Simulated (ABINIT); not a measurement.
Crystal: TaO.

```
Ta O
1.0
     3.06611    0.00000    0.00000
    -1.53306    2.65533    0.00000
     0.00000    0.00000    3.85502
Ta O
1 1
Direct
  0.00000 0.00000 0.50000
  0.00000 0.00000 0.00000
```

The cell was built by a generator and needn't be a form met in nature.

Base run:

* Program: ABINIT 10.8.3 (patched build)
* Functional: PW91
* Potentials or basis: JTH PAW PBE v2.0
* Cutoff: 762 eV
* k mesh: 10 × 10 × 7
* Occupations: fermi-dirac, width 0.05 eV
* Spin: no spin polarisation

Its results: band gap on the k mesh none (metal or under the smearing width); pressure -0.7 GPa.

Problem. The run is repeated on the same cell with these changes: functional from PW91 to AM05. What comes out?

Solution. Band gap on the k mesh none (metal or under the smearing width); pressure -5.5 GPa.

AM05 binds more tightly than PW91, so the same cell stands under less pressure.

Caveats: the PAW data sets were made with another functional, which shifts forces and pressure a little; an odd number of electrons without spin polarisation forces a metal; a magnetic or distorted state may lie lower; the atomic spheres overlap.
